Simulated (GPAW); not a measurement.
**CH3BFN (SMILES FB1CN1) at BLYP/real-space grid (scalar-relativistic datasets)**

Aim: a geometry optimisation of CH3BFN. Input form: an ASE script.

Program for the calculation: GPAW 26.7.0.

5 further runs of the same task are left out: 5 set aside as unsound or not needed.

## Step 1: The molecule

The species is CH3BFN (7 atoms), meant as a singlet with charge 0. SMILES: `FB1CN1`. The shape is built from the SMILES string. The run starts from this shape.

Bond lengths: F1–B2 1.444 Å, B2–C3 1.559 Å, B2–N4 1.572 Å, C3–N4 1.424 Å, C3–H5 1.109 Å, C3–H6 1.112 Å, N4–H7 1.046 Å. Some angles: F1–B2–C3 148.3°, F1–B2–N4 149.3°, C3–B2–N4 54.1°, B2–C3–N4 63.4°, B2–N4–C3 62.5°, B2–C3–H5 115.1°, B2–C3–H6 115.8°, N4–C3–H5 112.2°, N4–C3–H6 113.8°, B2–N4–H7 106.1°.

## Step 2: A structure relaxation at BLYP/real-space grid (scalar-relativistic datasets)

Contents of calc.py:

```python
from ase import Atoms
from ase.io import write
from ase.optimize import BFGS
from gpaw import GPAW, setup_paths
from gpaw.atom.configurations import parameters
from gpaw.atom.generator import Generator
from rdkit import Chem
from rdkit.Chem import AllChem

rd = Chem.AddHs(Chem.MolFromSmiles('FB1CN1'))
AllChem.EmbedMolecule(rd, randomSeed=72)
AllChem.UFFOptimizeMolecule(rd)
mol = Atoms([a.GetSymbol() for a in rd.GetAtoms()], positions=rd.GetConformer().GetPositions())
write('start.xyz', mol)
mol.center(vacuum=4.0)

for symbol in ['B', 'C', 'F', 'H', 'N']:
    Generator(symbol, xcname='BLYP', scalarrel=True, nofiles=True, txt=None).run(**parameters[symbol])
setup_paths.insert(0, '.')

calc = GPAW(mode='fd', h=0.18, xc='BLYP', eigensolver='davidson', maxiter=100, txt='-')
mol.calc = calc

opt = BFGS(mol, trajectory='gs.traj')
converged = opt.run(fmax=0.03, steps=60)
print('Converged:', converged)
print(f'Final energy: {mol.get_potential_energy():.5f} eV')
write('relaxed.xyz', mol)
```

Command:

```console
$ python calc.py
```

The program printed:

```text
[...]
Number of symmetries: 1
[...]
  Number of IBZ points: 1
[...]
Spin-components: 1 (collinear spins)
Bands:           18
[...]
  Valence electrons: 22.0
[...]
  Grid points: [64 60 56]
  Charge: 0.0  # |e|
[...]
    cutoffs:
[...]
occupation numbers:
  # Zero width
[...]
xc functional:
  name: BLYP with 2 nearest neighbor stencil
[...]
|iter     |     time |      energy | eigst |  dens |
[...]
|iter:   1| 00:00:02 |  -40.654845 | +1.22 |       |
[...]
Converged in 29 steps
[...]
dipole moment: (-0.197105, 0.077463, 0.360311)  # |e|*Ang
Fermi level: -4.031
[...]
Converged in 23 steps
[...]
Converged in 12 steps
[...]
Converged in 12 steps
[...]
Converged in 11 steps
[...]
|iter:  12| 00:10:37 |  -37.918945c| -7.70c| -6.20c|
Converged in 12 steps
[...]
Energy contributions relative to reference atoms: (reference = -5937.562699)
Energy contributions:
  Kinetic:          39.245299
  Coulomb:         -41.967778
  Zero:              0.615222
  External:          0.000000
  Xc:              -35.811688
  Entropy:           0.000000
  Spinorbit:         0.000000
  ----------------------------
  Free energy:     -37.918945
  Extrapolated:    -37.918945
dipole moment: (-0.333893, 0.188234, 0.036254)  # |e|*Ang
Fermi level: -3.439
Eigenvalues  # (at kpt = [0.000, 0.000, 0.000])
| band index |      eig [eV] | occ [0-2] |
|------------|---------------|-----------|
|          0 |       -30.120 |     2.000 |
|        ... |               |           |
|          3 |       -13.662 |     2.000 |
|          4 |       -12.942 |     2.000 |
|          5 |       -11.163 |     2.000 |
|          6 |       -10.806 |     2.000 |
|          7 |       -10.260 |     2.000 |
|          8 |        -8.767 |     2.000 |
|          9 |        -6.991 |     2.000 |
|         10 |        -6.365 |     2.000 |
|         11 |        -0.513 |     0.000 |
|         12 |        -0.023 |     0.000 |
[...]
Gap: 5.852 eV
Transition (v -> c):
[...]
Forces  # eV/Ang
|        x |        y |        z |
|----------|----------|----------|
|  0.02211 | -0.00119 |  0.00027 |  # F    0
| -0.01946 |  0.01394 | -0.00666 |  # B    1
| -0.00213 | -0.00638 |  0.00229 |  # C    2
|  0.00072 |  0.00932 | -0.00667 |  # N    3
| -0.01200 |  0.01207 |  0.01573 |  # H    4
| -0.01321 | -0.01013 | -0.02116 |  # H    5
|  0.00526 | -0.01783 | -0.00085 |  # H    6
Force computation time: 0.048  # s
BFGS:   41 hh:mm:ss      -37.918945        0.026922
Converged: True
Final energy: -37.91894 eV
```

Run time: 11 min. Hardware: 1 thread of Arm Neoverse V2, shared host; peak memory 0.61 GiB.

Steps, from the record of the run:

| step | energy from the first frame kept (eV) | largest force (eV/Å) |
| --- | --- | --- |
| 0 | 0.0000 | 4.6376 |
| 2 | -1.1440 | 0.9298 |
| 4 | -1.2181 | 0.6600 |
| 6 | -1.3222 | 0.7921 |
| 8 | -1.3600 | 0.5063 |
| 10 | -1.4029 | 0.6026 |
| 12 | -1.4321 | 0.3124 |
| 14 | -1.4428 | 0.2984 |
| 16 | -1.4507 | 0.1069 |
| 18 | -1.4526 | 0.1323 |
| 20 | -1.4536 | 0.0422 |
| 22 | -1.4540 | 0.0398 |
| 24 | -1.4545 | 0.0775 |
| 26 | -1.4562 | 0.2005 |
| 28 | -1.4580 | 0.0485 |
| 30 | -1.4584 | 0.0576 |
| 32 | -1.4590 | 0.0767 |
| 34 | -1.4597 | 0.0626 |
| 36 | -1.4605 | 0.0636 |
| 38 | -1.4612 | 0.0552 |
| 40 | -1.4615 | 0.0371 |
| 41 | -1.4617 | 0.0269 |

After the run. Bond lengths: F1–B2 1.331 Å, B2–C3 1.551 Å, B2–N4 1.353 Å, C3–N4 1.536 Å, C3–H5 1.093 Å, C3–H6 1.094 Å, N4–H7 1.010 Å. Some angles: F1–B2–C3 152.6°, F1–B2–N4 143.9°, C3–B2–N4 63.4°, B2–C3–N4 52.0°, B2–N4–C3 64.6°, B2–C3–H5 123.1°, B2–C3–H6 121.1°, N4–C3–H5 115.3°, N4–C3–H6 115.8°, B2–N4–H7 159.6°.

## Step 3: Results

At BLYP/real-space grid (scalar-relativistic datasets):

| quantity | value |
| --- | --- |
| energy as printed (from the program's reference atoms) | -37.9189 eV |
| dipole moment | 1.85 D |
| HOMO energy | -6.37 eV |
| LUMO energy | -0.51 eV |
| HOMO–LUMO gap | 5.85 eV |

At the final geometry: Bond lengths: F1–B2 1.331 Å, B2–C3 1.551 Å, B2–N4 1.353 Å, C3–N4 1.536 Å, C3–H5 1.093 Å, C3–H6 1.094 Å, N4–H7 1.010 Å. Some angles: F1–B2–C3 152.6°, F1–B2–N4 143.9°, C3–B2–N4 63.4°, B2–C3–N4 52.0°, B2–N4–C3 64.6°, B2–C3–H5 123.1°, B2–C3–H6 121.1°, N4–C3–H5 115.3°, N4–C3–H6 115.8°, B2–N4–H7 159.6°. The optimisation took 41 steps and changed the energy by -1.462 eV.
